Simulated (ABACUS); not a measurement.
# NiMoIrPdW in ABACUS: the effect of dispersion

Crystal: NiMoIrPdW.

```
Ir W Pd Mo Ni
1.0
     2.76078    0.00000    0.00000
    -1.38039    2.39090    0.00000
     0.00000    0.00000   11.34051
Ir W Pd Mo Ni
1 1 1 1 1
Direct
  0.00000 0.00000 0.10604
  0.66667 0.33333 0.52921
  0.66667 0.33333 0.89901
  0.66667 0.33333 0.29425
  0.00000 0.00000 0.70917
```

The cell was built by a generator and needn't be a form met in nature.

Alike in all runs:

- Program: ABACUS 3.10.1
- Task: single point
- Functional: BLYP
- Potentials or basis: PseudoDojo NC SR 0.4.1 PBE standard
- Cutoff: 1361 eV
- Density cutoff: 5442 eV
- Basis: DZP LCAO (the cutoffs set its grid)
- k mesh: 11 × 11 × 3
- Occupations: fermi-dirac, width 0.05 eV
- Spin: collinear spin, ferromagnetic start
- Starting moments: [0.6, 0.0, 0.0, 1.0, 1.0] μB

```tsv
dispersion	pressure (GPa)	largest force (eV/Å)
none	11.1	0.63
D2	-11.1	0.99
D3	-2.7	0.46
D3(BJ)	?	?
D3(BJ)+ABC	-2.6	0.55
```

What does the run with dispersion D3(BJ) give?

Pressure -4.1 GPa; largest force 0.55 eV/Å.

Caveats: the atomic orbitals were generated for these runs and aren't a published set; this set's palladium file may shift the pressure by some GPa; the potentials were made for another functional, which shifts forces and pressure; the basis of atomic orbitals isn't converged, which shifts pressures, moduli and gaps; pairwise dispersion overbinds metals, which lowers pressure and volume (some runs).

Runs at the PBE level aren't shown here.
